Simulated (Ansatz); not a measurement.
# CdH₄O₂Si: small, medium and large basis sets

One table from this session's results is given with a row withheld; the runs are named, their logs left out.

The runs use Ansatz 0.2.0, Gaussian basis; one geometry, several basis sets.

The runs, in order: PBE0-D4/def2-SVP; ωB97M-V/def2-SVP; PBE0-D4/def2-QZVPP; ωB97M-V/def2-QZVPP; the functionals' def2-TZVPP values are taken from earlier runs.

## Structure used throughout

All runs share one geometry, relaxed beforehand with PBE0-D4 in a triple-zeta def2 set. Cd takes the def2 core potential; no spin-orbit term is included.

SMILES `[OH][Cd][O][SiH3]`, 8 atoms, charge 0, spin multiplicity 1.

Atoms are counted from 1 here; the program's logs count them from 0.

Bond lengths: O1–Cd2 1.953 Å, O1–H5 0.960 Å, Cd2–O3 1.952 Å, O3–Si4 1.624 Å, Si4–H6 1.494 Å, Si4–H7 1.495 Å, Si4–H8 1.488 Å. Angles: Cd2–O1–H5 112.4°, O1–Cd2–O3 174.2°, Cd2–O3–Si4 134.7°, O3–Si4–H6 112.1°, O3–Si4–H7 112.0°, O3–Si4–H8 109.2°, H6–Si4–H7 106.8°, H6–Si4–H8 108.4°, H7–Si4–H8 108.3°.

Set-up of the first run:

Input file in.yaml:

```yaml
crystal:
  periodic: [false, false, false]
  atoms:
    - {symbol: O, position_ang: [0.403904, 2.572755, -2.278414]}
    - {symbol: Cd, position_ang: [0.179835, 0.913714, -1.273042]}
    - {symbol: O, position_ang: [0.067571, -0.831523, -0.405971]}
    - {symbol: Si, position_ang: [-0.058577, -1.336796, 1.132012]}
    - {symbol: H, position_ang: [-0.287863, 3.211337, -2.090008]}
    - {symbol: H, position_ang: [1.116193, -0.923325, 1.957107]}
    - {symbol: H, position_ang: [-1.273887, -0.784534, 1.804279]}
    - {symbol: H, position_ang: [-0.147185, -2.821638, 1.154027]}
basis:
  gaussian: {orbitals: def2-SVP}
hamiltonian: {xc: pbe0, dispersion: d4}
output: {orbitals: {seedname: orbitals}}
```

Launch:

```bash
ansatz run in.yaml --threads 4 --pin off --events-out ev --progress --plain --max-ram 10444MiB
```

Among the steps run: PBE0-D4 in def2-SVP; ωB97M-V in def2-SVP; PBE0-D4 in def2-QZVPP; ωB97M-V in def2-QZVPP.

One of the session's tables, all rows but one given; the rest of the session is left out.

It belongs to the step «Density functionals: the series». 

| functional | basis | HOMO (eV) | LUMO (eV) |
| --- | --- | --- | --- |
| PBE0-D4 | def2-SVP | -7.91 | -1.58 |
| PBE0-D4 | def2-TZVPP | -8.11 | -1.75 |
| PBE0-D4 | def2-QZVPP | -8.14 | -1.80 |
| ωB97M-V | def2-SVP | -10.22 | 0.19 |
| ωB97M-V | def2-TZVPP | ? | ? |
| ωB97M-V | def2-QZVPP | -10.48 | -0.27 |

Q: Estimate the row for ωB97M-V, def2-TZVPP from the others.

The run gave: HOMO (eV): -10.44; LUMO (eV): -0.03. In the column «HOMO (eV)» it lies between ωB97M-V, def2-QZVPP (-10.48) and ωB97M-V, def2-SVP (-10.22).
